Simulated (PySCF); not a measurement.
# The bond of ScI, level by level

What are the lowest state that PBE0 finds, the bond length, vibrational wavenumber and bond energy of ScI, and how much do these hang on the method?

Program: PySCF 2.14.0. Level of theory: Sc x2c-TZVPPall, I x2c-TZVPPall, spin-free X2C with a Gaussian nucleus. These are calculated values, not measurements.

## (1) Input

Settings of the job:

```yaml
atoms: Sc, I
charge: 0
basis: Sc x2c-TZVPPall, I x2c-TZVPPall
Hamiltonian: spin-free X2C with a Gaussian nucleus
basis_functions: 124
electrons_treated: 74
masses_in_u: 44.9559, 126.9045
levels: PBE0, PBE, r²SCAN, r²SCAN0, TPSS, r²SCANh, M06, LC-ωPBE, HF, MP2, SCS-MP2
grid: 80 radial by 434 angular points
occupations: held fixed by the projection of orbital angular momentum
dissociation_limit: Sc + I, each in its ground configuration
starting_distance_in_angstrom: 2.630
values_of_2S_to_try: 0, 2, 4
```

Run with:

```bash
$ OMP_NUM_THREADS=2 python dia.py task.json out
```

Further steps of the session: First curve: PBE0; Higher solutions at PBE0; PBE; r²SCAN (meta-GGA); r²SCAN0 (hybrid meta-GGA); TPSS; r²SCANh (hybrid meta-GGA); M06; LC-ωPBE (range-separated hybrid); UHF.

Q: Predict the outcome of this session. Wanted: for each run, Re; ωe; De; μ.

**Answer**, as computed:

Lowest PBE0 solution found, without spin–orbit coupling: ³Δ (triplet), unpaired electrons σ ↑, δ ↑. State 2 has its PBE0 minimum 0.26 eV higher. State 3 has its PBE0 minimum 0.32 eV higher, as a spin-mixed determinant (⟨S²⟩ = 1.00), so this is no gap between pure states. State 4 has its PBE0 minimum 0.38 eV higher. The other levels ran on the lowest alone.

| level | Re (Å) | ωe (cm⁻¹) | De (eV) | μ (D) |
| --- | --- | --- | --- | --- |
| UHF | 2.811 | 236.3 | 2.93 | -4.00 |
| UHF-MP2 | 2.713 | 253.2 | 3.39 | n/a |
| UHF-SCS-MP2 | 2.734 | 249.3 | 3.13 | n/a |
| PBE | 2.679 | 252.4 | 3.69 | -3.72 |
| TPSS | 2.689 | 250.0 | 3.73 | -4.06 |
| r²SCAN | 2.688 | 254.4 | 3.85 | -4.29 |
| r²SCANh | 2.693 | 254.3 | 3.78 | -4.36 |
| PBE0 | 2.694 | 253.0 | 3.57 | -4.01 |
| r²SCAN0 | 2.700 | 253.6 | 3.69 | -4.40 |
| M06 | 2.687 | 260.5 | 2.91 | -3.88 |
| LC-ωPBE | 2.700 | 254.6 | 3.61 | -4.17 |

De is counted to Sc + I in their ground configurations. A positive dipole means Sc(−)I(+).

The methods spread over 0.132 Å in bond length, from PBE to UHF. Among the levels with a De in the table, it runs from 2.91 eV (M06) to 3.85 eV (r²SCAN).

Correlated steps freeze 23 core orbitals. Spin–orbit coupling is left out, which matters for elements this heavy, above all for dissociation energies. The state is the lowest single determinant that the PBE0 search found; with open d or f shells the true ground state can be another one. With spin–orbit coupling the term label itself may not hold.
